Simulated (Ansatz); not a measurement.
# CH₇AlBFSi, SMILES [BH2][AlH][CH2][SiH2]F: a ladder of methods at one geometry

Program: Ansatz 0.2.0 through its Python package.

Typed at the interpreter:
```pycon
>>> from pathlib import Path
>>> import ansatz
>>> import numpy as np
>>> BASIS = "cc-pVDZ"
>>> ch7albfsi = (
...     ansatz.Crystal.molecule()
...     .atom("B", [-2.2516, 0.0199, 0.8422])
...     .atom("Al", [-1.1237, -0.4114, -0.7965])
...     .atom("C", [0.7774, -0.8218, -0.5447])
...     .atom("Si", [1.7433, 0.6483, 0.2503])
...     .atom("F", [1.5741, 1.9661, -0.7889])
...     .atom("H", [-3.4438, 0.3329, 0.6768])
...     .atom("H", [-1.7994, 0.0935, 1.9158])
...     .atom("H", [-1.7099, -0.4149, -2.2696])
...     .atom("H", [1.283, -1.0282, -1.4692])
...     .atom("H", [0.9088, -1.7053, 0.1568])
...     .atom("H", [1.0175, 0.9551, 1.5598])
...     .atom("H", [3.1013, 0.3106, 0.5013])
... )
>>> setup = ch7albfsi.calculation()
>>> setup = setup.basis(gaussian=BASIS)
>>> setup = setup.accuracy("medium")
>>> print("functional    E (Ha)        dipole (D)   HOMO (eV)  LUMO (eV)")
functional    E (Ha)        dipole (D)   HOMO (eV)  LUMO (eV)
>>> for name in ["b3lyp", "lc_wpbe", "lda", "r2scan0", "hse06", "blyp"]:
...     data = setup.functional(name).forces().orbitals().run(threads=1, pin="off", runs_dir="runs").report
...     lines = Path(data["orbitals_path"]).read_text().splitlines()
...     field_of = lambda key: [line.split("=")[1].strip() for line in lines if line.startswith(key)]
...     orbitals = [(27.211386 * float(e), s, float(n)) for e, s, n in zip(field_of("Ene="), field_of("Spin="), field_of("Occup="))]
...     homo = max(e for e, _, n in orbitals if n > 0.5)
...     lumo = min(e for e, _, n in orbitals if n < 0.5)
...     dipole = 4.803205 * np.linalg.norm(data["charge_distribution"]["dipole_moment_e_ang"])
...     print(f"{name:10s} {data['free_energy_ev'] / 27.211386246:14.6f} {dipole:9.3f} {homo:11.3f} {lumo:10.3f}")
...
b3lyp         -698.961749     2.112      -7.168     -3.239
lc_wpbe       -698.634398     2.141     -10.087     -0.774
lda           -695.328182     2.070      -6.238     -4.280
r2scan0       -698.749286     2.210      -7.552     -2.936
hse06         -698.468356     2.159      -6.983     -3.455
blyp          -698.840635     1.983      -6.036     -3.814
```

Caveats:
- These settings explore the input space; basis and method may be short of convergence.
- The geometry is a force-field or estimated start, not a minimum of this method, and the basis set is short of its limit. A lower total doesn't mark the better method: functionals have no common bound, and MP2 and coupled cluster aren't variational.
- b3lyp holds the VWN-RPA fit, as in Gaussian; the form of ORCA and Turbomole is b3lyp5.
- Levels such as HOMO and LUMO are orbital energies: with these approximate functionals they aren't the ionisation energy and electron affinity, and their gap isn't the fundamental gap.
- For Al to Cl the sets with a tight d function, cc-pV(X+d)Z, are usual.
- hse06 follows the composition of plane-wave codes, whose totals differ by tens of mHa, up to about 0.1 Ha, from the form usual in Gaussian-basis programs (wpbeh).
- Finished in 66 s on 1 thread of Arm Neoverse N1, on a shared host, peak memory 0.34 GiB.
